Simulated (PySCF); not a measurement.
# Br2: the cost of one run

Computed with PySCF 2.14.0, with density-fitted response routines of our own, on a single molecule, in the gas phase or a continuum. Atoms are numbered from 0 throughout.

1 further run of the same task is left out (it didn't finish).

## 1. The starting structure

2 atoms, charge 0, multiplicity 1; geometry from: GFN2-xTB. The atoms were then displaced at random by about 0.01 Å, so the start is not that level's minimum.

Bonds of the start (Å): Br0–Br1 2.31.

## 2. Optimising the geometry at PBE0-D3(BJ)/def2-TZVP

What the job is given:

```
{"job": {"xc": "PBE0", "basis": "def2-TZVP", "d3": "d3bj", "grid": 2, "shake": 0.01, "kind": "geom"}, "charge": 0, "multiplicity": 1}
Br     1.162480    -0.028560     0.001480
Br    -1.144990    -0.000250    -0.013600
```

On the command line:

```
> OMP_NUM_THREADS=1 python probes_run.py task.json out
```

One launch serves the whole session: the jobs run in the order shown.

**Question.** How long does this first job take on 1 thread of Arm Neoverse N1, shared host, and how much memory does it need?

About 23 s, with a peak of 0.37 GiB.
